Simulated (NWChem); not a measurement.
# CH6Cl2Si2 (SMILES [SiH3]C[SiH](Cl)Cl): levels of theory compared

Aim: a comparison of 5 runs (HF/STO-3G, HF/3-21G, TPSS/STO-3G, B3LYP/6-31G*) of CH6Cl2Si2. 

The calculation is run with NWChem 7.3.0.

### Step 1. Starting point

CH6Cl2Si2 has 11 atoms, charge 0, and is taken as a singlet. SMILES: `[SiH3]C[SiH](Cl)Cl`. The coordinates come from a PBE0-D4/def2-TZVP relaxation. This is one conformer, not always the lowest.

Bond lengths: Si1–C2 1.881 Å, C2–Si3 1.845 Å, Si3–Cl4 2.049 Å, Si3–Cl5 2.049 Å, Si1–H6 1.486 Å, Si1–H7 1.487 Å, Si1–H8 1.483 Å, C2–H9 1.096 Å, C2–H10 1.095 Å, Si3–H11 1.477 Å. Some angles: Si1–C2–Si3 114.8°, C2–Si3–Cl4 109.9°, C2–Si3–Cl5 110.6°, Cl4–Si3–Cl5 108.6°, Si1–C2–H9 109.0°, Si1–C2–H10 109.2°, Si3–C2–H9 107.2°, Si3–C2–H10 109.0°, C2–Si1–H6 109.7°, C2–Si1–H7 109.9°.

### Step 2. Energy and gradient at HF/STO-3G (run 1)

Input file ch6cl2si2.nw:

```
start ch6cl2si2
title "CH6Cl2Si2"
memory stack 880 mb heap 220 mb global 1100 mb

geometry units angstroms noautosym nocenter noautoz
  Si    -1.321400     0.759600     0.593800
  C      0.501300     0.554200     0.174900
  Si     0.915700    -0.993600    -0.739600
  Cl     0.274100    -2.623100     0.323500
  Cl     2.940600    -1.149100    -1.013000
  H     -1.584300     2.161300     1.012100
  H     -2.152700     0.455500    -0.601200
  H     -1.702800    -0.157700     1.695400
  H      0.821300     1.396300    -0.449600
  H      1.089200     0.592000     1.097600
  H      0.284400    -1.052400    -2.073300
end

basis spherical bse
  * library STO-3G
end

scf
  singlet
  rhf
  thresh 1e-08
  maxiter 80
end

task scf gradient
```

On the command line:

```console
nwchem ch6cl2si2.nw > ch6cl2si2.out
```

What it wrote:

```text
[...]
  functions       =    47
[...]
  wavefunction    = RHF
[...]
         Total SCF energy =  -1521.407593110688
      One-electron energy =  -2954.616506221173
      Two-electron energy =   1009.672068992923
 Nuclear repulsion energy =    423.536844117562
        Time for solution =      3.8s
[...]
                         RHF ENERGY GRADIENTS
    atom               coordinates                        gradient
                 x          y          z           x          y          z
   1 Si     -2.497084   1.435436   1.122119    0.029774  -0.005983  -0.006982
   2 C       0.947320   1.047286   0.330513   -0.000054  -0.010375  -0.004931
   3 Si      1.730422  -1.877632  -1.397641    0.023064  -0.014335   0.033987
   4 Cl      0.517974  -4.956940   0.611326    0.005745   0.016271  -0.009560
   5 Cl      5.556928  -2.171484  -1.914292   -0.018889   0.001791   0.002610
   6 H      -2.993893   4.084265   1.912592   -0.006969   0.031288   0.009389
   7 H      -4.068013   0.860770  -1.136103   -0.019735  -0.006468  -0.026400
   8 H      -3.217825  -0.298010   3.203841   -0.009010  -0.019681   0.024321
   9 H       1.552032   2.638624  -0.849621    0.002383   0.008674  -0.008172
  10 H       2.058290   1.118718   2.074163    0.005623  -0.001330   0.010281
  11 H       0.537438  -1.988748  -3.917969   -0.011932   0.000149  -0.024542
[...]
```

Run time: 5.4 s. Hardware: 1 thread of Intel Xeon Platinum 8559C (Emerald Rapids), shared host; peak memory 0.098 GiB.

### Step 3. Energy and forces at HF/3-21G (run 2)

Input file run.py:

```python
from ase import Atoms
from ase.calculators.nwchem import NWChem

molecule = Atoms(['Si', 'C', 'Si', 'Cl', 'Cl', 'H', 'H', 'H', 'H', 'H', 'H'], positions=[
    [-1.321400, 0.759600, 0.593800],
    [0.501300, 0.554200, 0.174900],
    [0.915700, -0.993600, -0.739600],
    [0.274100, -2.623100, 0.323500],
    [2.940600, -1.149100, -1.013000],
    [-1.584300, 2.161300, 1.012100],
    [-2.152700, 0.455500, -0.601200],
    [-1.702800, -0.157700, 1.695400],
    [0.821300, 1.396300, -0.449600],
    [1.089200, 0.592000, 1.097600],
    [0.284400, -1.052400, -2.073300],
])

calc = NWChem(
    label='work',
    theory='scf',
    memory='2200 mb',
    basis='3-21G',
    basispar='spherical bse',
    scf={'nopen': '0', 'rhf': None, 'thresh': '1e-08', 'maxiter': '80'},
)
molecule.calc = calc

forces = molecule.get_forces()
print("Total energy (eV):", round(molecule.get_potential_energy(), 6))
print("forces (eV/A):")
for s, f in zip(molecule.symbols, forces):
    print(f"{s:2s} {f[0]:10.5f} {f[1]:10.5f} {f[2]:10.5f}")
print("dipole (e A):", molecule.get_dipole_moment().round(4))
```

On the command line:

```console
export ASE_NWCHEM_COMMAND="nwchem PREFIX.nwi > PREFIX.nwo"
python run.py
```

What it wrote:

```text
Total energy (eV): -41650.160731
forces (eV/A):
Si   -0.87176    0.32360    0.34309
C     0.74737    0.46475    0.14079
Si   -1.20636    1.38109   -1.40634
Cl   -0.78213   -1.89058    1.20024
Cl    2.26951   -0.13781   -0.35270
H    -0.00098    0.00113   -0.00612
H    -0.01512   -0.03193   -0.03070
H    -0.02031   -0.00715   -0.00643
H    -0.04433   -0.14990    0.23721
H    -0.13123    0.09302   -0.22471
H     0.05538   -0.04628    0.10567
dipole (e A): [-0.3246  0.6247 -0.0727]
```

The calculator wrote work.nwi:

```
title "work"

permanent_dir work

scratch_dir work

start work

geometry units angstrom nocenter noautosym noautoz
  Si -1.3213999999999999e+00 7.5960000000000005e-01 5.9379999999999999e-01
  C  5.0129999999999997e-01 5.5420000000000003e-01 1.7490000000000000e-01
  Si 9.1569999999999996e-01 -9.9360000000000004e-01 -7.3960000000000004e-01
  Cl 2.7410000000000001e-01 -2.6231000000000000e+00 3.2350000000000001e-01
  Cl 2.9405999999999999e+00 -1.1491000000000000e+00 -1.0129999999999999e+00
  H  -1.5843000000000000e+00 2.1613000000000002e+00 1.0121000000000000e+00
  H  -2.1526999999999998e+00 4.5550000000000002e-01 -6.0119999999999996e-01
  H  -1.7028000000000001e+00 -1.5770000000000001e-01 1.6954000000000000e+00
  H  8.2130000000000003e-01 1.3963000000000001e+00 -4.4960000000000000e-01
  H  1.0891999999999999e+00 5.9199999999999997e-01 1.0975999999999999e+00
  H  2.8439999999999999e-01 -1.0524000000000000e+00 -2.0733000000000001e+00
end

memory 2200 mb

basis spherical bse noprint
   * library 3-21G
end

scf
  nopen 0
  rhf
  thresh 1e-08
  maxiter 80
end

task scf gradient
```

work.nwo:

```text
Northwest Computational Chemistry Package (NWChem) 7.3.0
             --------------------------------------------------------

           Job information
           ---------------

    nwchem branch   = 7.3.0
    use scalapack   = T
    input           = work.nwi
    prefix          = work.
    data base       = work/work.db
    status          = startup
    nproc           =        1

           Memory information
           ------------------

    heap     =     72089594 doubles =      550.0 Mbytes
    stack    =     72089599 doubles =      550.0 Mbytes
    global   =    144179200 doubles =     1100.0 Mbytes (distinct from heap & stack)
    total    =    288358393 doubles =     2200.0 Mbytes
    verify   = yes
    hardfail = no

[... 142 lines left out ...]
 Convergence threshold     :          1.000E-08
[... 12 lines left out ...]
       Final RHF  results
[... 3 lines left out ...]
      One-electron energy =  -2961.601396217205
[... 1 line left out ...]
 Nuclear repulsion energy =    423.536844117561
[... 55 lines left out ...]
                       ROHF Final Molecular Orbital Analysis
[... 280 lines left out ...]
                         RHF ENERGY GRADIENTS

    atom               coordinates                        gradient
                 x          y          z           x          y          z
   1 Si     -2.497084   1.435436   1.122119    0.016953  -0.006293  -0.006672
   2 C       0.947320   1.047286   0.330513   -0.014534  -0.009038  -0.002738
   3 Si      1.730422  -1.877632  -1.397641    0.023460  -0.026858   0.027349
[... 7 lines of this table left out ...]
  11 H       0.537438  -1.988748  -3.917969   -0.001077   0.000900  -0.002055

                 ----------------------------------------
                 |  Time  |  1-e(secs)   |  2-e(secs)   |
                 ----------------------------------------
                 |  CPU   |       0.00   |       0.94   |
                 ----------------------------------------
                 |  WALL  |       0.00   |       0.94   |
                 ----------------------------------------

 Task  times  cpu:        5.6s     wall:        5.6s
 Total times  cpu:        5.6s     wall:        5.6s
```

Run time: 6.9 s. Hardware: 1 thread of Intel Xeon Platinum 8559C (Emerald Rapids), shared host; peak memory 0.1 GiB.

Run 3 isn't shown in full; the table further down has it.

### Step 4. Energy and forces at B3LYP/6-31G(d) (spherical functions) (run 4)

Input file calc.nw:

```
start calc
title "CH6Cl2Si2"
memory 2200 mb
charge 0

geometry units angstrom noautosym nocenter noautoz
 Si    -1.321400     0.759600     0.593800
 C      0.501300     0.554200     0.174900
 Si     0.915700    -0.993600    -0.739600
 Cl     0.274100    -2.623100     0.323500
 Cl     2.940600    -1.149100    -1.013000
 H     -1.584300     2.161300     1.012100
 H     -2.152700     0.455500    -0.601200
 H     -1.702800    -0.157700     1.695400
 H      0.821300     1.396300    -0.449600
 H      1.089200     0.592000     1.097600
 H      0.284400    -1.052400    -2.073300
end

basis spherical bse
 * library 6-31G*
end

dft
 xc b3lyp
 grid fine
 convergence energy 1e-08
 maxiter 100
 mulliken
end

task dft gradient
```

On the command line:

```console
nwchem calc.nw > calc.out
```

What it wrote:

```text
[...]
          Wavefunction type:  closed shell.
          No. of atoms     :    11
          No. of electrons :    74
[...]
          Charge           :     0
          Spin multiplicity:     1
[...]
          AO basis - number of functions:    98
[...]
              XC Information
              --------------
                         B3LYP Method XC Potential
                     Hartree-Fock (Exact) Exchange  0.200
                        Slater Exchange Functional  0.800 local
                    Becke 1988 Exchange Functional  0.720 non-local
              Lee-Yang-Parr Correlation Functional  0.810
                  VWN I RPA Correlation Functional  0.190 local
[...]
 d= 0,ls=0.0,diis     1  -1541.1337771660 -1.96D+03  1.15D-02  4.96D-01     4.1
[...]
 d= 0,ls=0.0,diis     8  -1541.1961559519 -4.57D-09  2.54D-06  5.62D-08    25.9
         Total DFT energy =    -1541.196155951854
      One electron energy =    -2972.466770165382
           Coulomb energy =     1113.953043350092
    Exchange-Corr. energy =     -106.219273254126
 Nuclear repulsion energy =      423.536844117562
[...]
  wavefunction    = closed shell
                         DFT ENERGY GRADIENTS
    atom               coordinates                        gradient
                 x          y          z           x          y          z
   1 Si     -2.497084   1.435436   1.122119    0.005863  -0.001437  -0.001776
   2 C       0.947320   1.047286   0.330513   -0.002458  -0.002641  -0.000852
   3 Si      1.730422  -1.877632  -1.397641    0.004317  -0.001941   0.006176
   4 Cl      0.517974  -4.956940   0.611326    0.003297   0.008662  -0.004863
   5 Cl      5.556928  -2.171484  -1.914292   -0.010316   0.000408   0.001967
   6 H      -2.993893   4.084265   1.912592    0.000304  -0.000381  -0.000131
   7 H      -4.068013   0.860770  -1.136103    0.000441  -0.000086   0.000080
   8 H      -3.217825  -0.298010   3.203841    0.000402  -0.000123  -0.000128
   9 H       1.552032   2.638624  -0.849621   -0.000785  -0.001727   0.000422
  10 H       2.058290   1.118718   2.074163   -0.001074  -0.000852  -0.001386
  11 H       0.537438  -1.988748  -3.917969    0.000008   0.000119   0.000492
[...]
```

Wall time 35 s (1 thread of Intel Xeon Platinum 8559C (Emerald Rapids), shared host); peak memory 0.13 GiB.

### Step 5. Energy and gradient at B3LYP/6-31G(d) (Cartesian functions) (run 5)

ch6cl2si2.nw: that of step 2 with these lines changed.

```diff
@@ -1,6 +1,7 @@
 start ch6cl2si2
-title "CH6Cl2Si2"
-memory stack 880 mb heap 220 mb global 1100 mb
+title "CH6Cl2Si2 gradient"
+memory total 2200 mb
+charge 0
 
-geometry units angstroms noautosym nocenter noautoz
+geometry units angstrom noautosym nocenter noautoz
   Si    -1.321400     0.759600     0.593800
@@ -18,13 +19,14 @@
 
-basis spherical bse
-  * library STO-3G
+basis
+  * library 6-31G*
 end
 
-scf
-  singlet
-  rhf
-  thresh 1e-08
-  maxiter 80
+dft
+  xc b3lyp
+  grid fine
+  convergence energy 1e-08
+  iterations 100
+  mulliken
 end
 
-task scf gradient
+task dft gradient
```

On the command line:

```console
nwchem ch6cl2si2.nw > ch6cl2si2.out
```

What it wrote:

```text
[...]
          Wavefunction type:  closed shell.
          No. of atoms     :    11
          No. of electrons :    74
[...]
          Charge           :     0
          Spin multiplicity:     1
[...]
          AO basis - number of functions:   103
[...]
              XC Information
              --------------
                         B3LYP Method XC Potential
                     Hartree-Fock (Exact) Exchange  0.200
                        Slater Exchange Functional  0.800 local
                    Becke 1988 Exchange Functional  0.720 non-local
              Lee-Yang-Parr Correlation Functional  0.810
                  VWN I RPA Correlation Functional  0.190 local
[...]
 d= 0,ls=0.0,diis     1  -1541.1403484032 -1.96D+03  1.24D-02  7.85D-01     4.1
[...]
 d= 0,ls=0.0,diis     8  -1541.2068445603 -4.78D-09  3.08D-06  8.43D-08    26.6
         Total DFT energy =    -1541.206844560318
      One electron energy =    -2972.245520169788
           Coulomb energy =     1113.650127988990
    Exchange-Corr. energy =     -106.148296497082
 Nuclear repulsion energy =      423.536844117562
[...]
  wavefunction    = closed shell
                         DFT ENERGY GRADIENTS
    atom               coordinates                        gradient
                 x          y          z           x          y          z
   1 Si     -2.497084   1.435436   1.122119    0.005643  -0.001432  -0.001739
   2 C       0.947320   1.047286   0.330513   -0.002358  -0.002484  -0.000766
   3 Si      1.730422  -1.877632  -1.397641    0.004507  -0.002342   0.006093
   4 Cl      0.517974  -4.956940   0.611326    0.003339   0.008823  -0.004960
   5 Cl      5.556928  -2.171484  -1.914292   -0.010501   0.000432   0.001989
   6 H      -2.993893   4.084265   1.912592    0.000304  -0.000355  -0.000124
   7 H      -4.068013   0.860770  -1.136103    0.000440  -0.000097   0.000073
   8 H      -3.217825  -0.298010   3.203841    0.000402  -0.000134  -0.000124
   9 H       1.552032   2.638624  -0.849621   -0.000759  -0.001664   0.000378
  10 H       2.058290   1.118718   2.074163   -0.001023  -0.000850  -0.001312
  11 H       0.537438  -1.988748  -3.917969    0.000006   0.000102   0.000492
[...]
```

Wall time 36 s (1 thread of Intel Xeon Platinum 8559C (Emerald Rapids), shared host); peak memory 0.13 GiB.

### Step 6. All runs side by side

```
run                               level  iteration cap  module   energy (Eh)  dipole moment (D)  HOMO energy (eV)  LUMO energy (eV)  wall time
  1                           HF/STO-3G             80     scf  -1521.407593               3.57            -10.15              8.21      5.4 s
  2                            HF/3-21G             80     scf  -1530.615188               3.40            -12.17              3.63      6.9 s
  3                         TPSS/STO-3G            100     dft  -1524.101864               3.15             -5.52              2.53       24 s
  4  B3LYP/6-31G* (spherical functions)            100     dft  -1541.196156               2.17             -8.52              0.26       35 s
  5  B3LYP/6-31G* (Cartesian functions)            100     dft  -1541.206845               2.17             -8.52              0.25       36 s
```

### Step 7. What came out

```
                       quantity           value
            run 5: total energy  -1541.20684 Eh
           run 5: dipole moment          2.17 D
             run 5: HOMO energy        -8.52 eV
             run 5: LUMO energy         0.25 eV
           run 5: HOMO–LUMO gap         8.78 eV
run 5: largest force on an atom      0.550 eV/Å
```

**Reading.** The dipole moment (its size) runs from 2.17 D (B3LYP/6-31G*) to 3.57 D (HF/STO-3G). The two ends differ in method and basis. The HOMO–LUMO gap runs from 8.05 eV (TPSS/STO-3G) to 18.36 eV (HF/STO-3G). Exact exchange widens orbital gaps. Totals of different functionals can't be ranked against each other. In runs 1, 3 the basis is minimal, so the values are rough. All runs together took 1.8 min, the longest 36 s.
